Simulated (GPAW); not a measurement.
The system is NdMnIn.

```
Nd In Mn
1.0
     4.56677    0.00000    0.00000
    -2.28339    3.95494    0.00000
     0.00000    0.00000    3.92945
Nd In Mn
1 1 1
Direct
  0.66667 0.33333 0.00000
  0.33333 0.66667 0.50000
  0.00000 0.00000 0.50000
```

The cell comes from a database or a generator and needn't be the stable form of this composition.

Base run:

```yaml
Program: GPAW 26.7.0
Functional: PBE
Potentials_or_basis: GPAW PAW data sets (gpaw-data 1.2.1)
Cutoff: 800 eV
Basis: pw
k_mesh: 7 × 7 × 7
Occupations: fermi-dirac, width 0.05 eV
Spin: collinear spin, ferromagnetic start
Starting_moments: "[3.0, 0.0, 4.0] μB"
```

Its results: band gap on the k mesh none (metal or under the smearing width); pressure 4.9 GPa; net moment 6.88 μB per cell; site moments Nd +3.13; In -0.06; Mn +3.40 μB.

**Question.** The run is repeated on the same cell with these changes: occupations from fermi-dirac, width 0.05 eV to gaussian, width 0.05 eV. What comes out?

**Answer.** Band gap on the k mesh none (metal or under the smearing width); pressure 3.3 GPa; net moment 3.53 μB per cell; site moments Nd +0.08; In -0.04; Mn +3.46 μB.

Caveats: one-centre terms of the f shell are cut off; the magnetic or orbital state may not be the lowest; spin-orbit coupling is left out, which moves the levels of the heavy elements; without U or exact exchange the open f shell lies at the Fermi level, which spoils levels, moments and volumes.

Not every run made on this cell is shown here.
